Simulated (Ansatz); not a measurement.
# C₆H₁₄N₂Si: vertical ionisation energy

An exercise on one series of results from a longer session: the logs are not shown, and one member is left open.

The runs use Ansatz 0.2.0, Gaussian basis; unrestricted cation, the program's frozen cores in correlated methods.

Plan: UKS PBE-D4/def2-TZVPP; UKS r2SCAN-D4/def2-TZVPP; UKS PBE0-D4/def2-TZVPP; UKS B3LYP-D4/def2-TZVPP; UKS wB97X-V/def2-TZVPP; UKS wB97M-V/def2-TZVPP; UKS B2PLYP/def2-TZVPP; UHF-CCSD(T)/def2-TZVPP; UHF-MP2/def2-QZVPP; extrapolation to the limit; then −ε(HOMO) from the neutral's earlier runs with LDA (SPW92), PBE-D4, revPBE-D4, BLYP-D4, r2SCAN-D4, B97M-V, PBE0-D4, B3LYP-D4, r2SCANh-D4, r2SCAN0-D4, HSE06-D4, BHLYP-D4, CAM-B3LYP-D4, LC-ωPBE, ωB97X-V, ωB97M-V.

## The geometry

The geometry comes from an earlier relaxation with PBE0-D4 in a triple-zeta def2 set; it is a stationary point, not always the lowest conformer.

23 atoms, charge 0, spin multiplicity 1.

Atoms are counted from 1 here; the program's logs count them from 0.

Bond lengths: C1–C2 1.331 Å, C1–H10 1.087 Å, C1–H11 1.087 Å, C2–Si3 1.869 Å, C2–H12 1.091 Å, Si3–N4 1.722 Å, Si3–C5 1.869 Å, Si3–N7 1.724 Å, N4–H13 1.008 Å, N4–H14 1.007 Å, C5–C6 1.331 Å, C5–H15 1.091 Å, C6–H16 1.087 Å, C6–H17 1.087 Å, N7–C8 1.443 Å, N7–C9 1.445 Å, C8–H18 1.090 Å, C8–H19 1.098 Å and more. Angles: C2–C1–H10 121.4°, C2–C1–H11 122.5°, H10–C1–H11 116.1°, C1–C2–Si3 124.8°, C1–C2–H12 117.4°, Si3–C2–H12 117.6°, C2–Si3–N4 114.4°, C2–Si3–C5 108.0°, C2–Si3–N7 107.7°, N4–Si3–C5 105.4°, N4–Si3–N7 106.7°, C5–Si3–N7 114.9°, Si3–N4–H13 118.9°, Si3–N4–H14 117.9°, H13–N4–H14 110.5°, Si3–C5–C6 124.2°, Si3–C5–H15 118.5°, C6–C5–H15 117.3° and more.

Set-up of the first run:

Contents of in.yaml:

```yaml
crystal:
  periodic: [false, false, false]
  atoms:
    - {symbol: C, position_ang: [1.694120, -1.982301, -1.340913]}
    - {symbol: C, position_ang: [0.396862, -1.783589, -1.121958]}
    - {symbol: Si, position_ang: [-0.347200, -0.187787, -0.495614]}
    - {symbol: N, position_ang: [-0.742326, 0.944878, -1.731017]}
    - {symbol: C, position_ang: [-1.968692, -0.596932, 0.340071]}
    - {symbol: C, position_ang: [-3.017113, 0.222612, 0.381851]}
    - {symbol: N, position_ang: [0.821007, 0.573698, 0.518457]}
    - {symbol: C, position_ang: [1.514411, -0.161515, 1.549155]}
    - {symbol: C, position_ang: [0.723980, 1.981225, 0.828903]}
    - {symbol: H, position_ang: [2.432150, -1.223116, -1.094348]}
    - {symbol: H, position_ang: [2.079602, -2.902625, -1.772117]}
    - {symbol: H, position_ang: [-0.287508, -2.587752, -1.395962]}
    - {symbol: H, position_ang: [-0.022376, 1.233501, -2.375071]}
    - {symbol: H, position_ang: [-1.621128, 0.832632, -2.210496]}
    - {symbol: H, position_ang: [-2.056044, -1.547269, 0.867996]}
    - {symbol: H, position_ang: [-3.000863, 1.192257, -0.109195]}
    - {symbol: H, position_ang: [-3.933892, -0.028095, 0.909374]}
    - {symbol: H, position_ang: [1.543342, -1.226210, 1.316015]}
    - {symbol: H, position_ang: [2.550271, 0.189446, 1.647051]}
    - {symbol: H, position_ang: [1.035577, -0.041374, 2.533044]}
    - {symbol: H, position_ang: [1.724494, 2.426456, 0.905025]}
    - {symbol: H, position_ang: [0.173816, 2.505856, 0.047908]}
    - {symbol: H, position_ang: [0.212413, 2.159102, 1.787441]}
basis:
  gaussian: {orbitals: def2-TZVPP}
total_charge: 1
magnetization: {spin_polarized: true, initial_magnetization: 1}
hamiltonian: {xc: pbe, dispersion: d4}
```

Steps of the session up to this table: Cation, UKS PBE-D4/def2-TZVPP; Cation, UKS r2SCAN-D4/def2-TZVPP; Cation, UKS PBE0-D4/def2-TZVPP; Cation, UKS B3LYP-D4/def2-TZVPP; Cation, UKS wB97X-V/def2-TZVPP; Cation, UKS wB97M-V/def2-TZVPP; Cation, UKS B2PLYP (frozen core)/def2-TZVPP; Cation, UHF-CCSD(T)/def2-TZVPP; Cation, UHF-MP2/def2-QZVPP.

One of the session's tables, all rows but one given; the rest of the session is left out.

Orbital estimates, from the neutral's runs:

| functional | −ε(HOMO) (eV) |
| --- | --- |
| LDA (SPW92) | ? |
| PBE-D4 | 4.84 |
| revPBE-D4 | 4.78 |
| BLYP-D4 | 4.73 |
| r2SCAN-D4 | 5.06 |
| B97M-V | 5.20 |
| PBE0-D4 | 6.11 |
| B3LYP-D4 | 5.91 |
| r2SCANh-D4 | 5.54 |
| r2SCAN0-D4 | 6.27 |
| HSE06-D4 | 5.71 |
| BHLYP-D4 | 7.35 |
| CAM-B3LYP-D4 | 7.47 |
| LC-ωPBE | 8.78 |
| ωB97X-V | 8.47 |
| ωB97M-V | 8.40 |

Estimate the missing values for LDA (SPW92).

As computed: −ε(HOMO) (eV): 4.95. In the column «−ε(HOMO) (eV)» it lies between PBE-D4 (4.84) and r2SCAN-D4 (5.06).
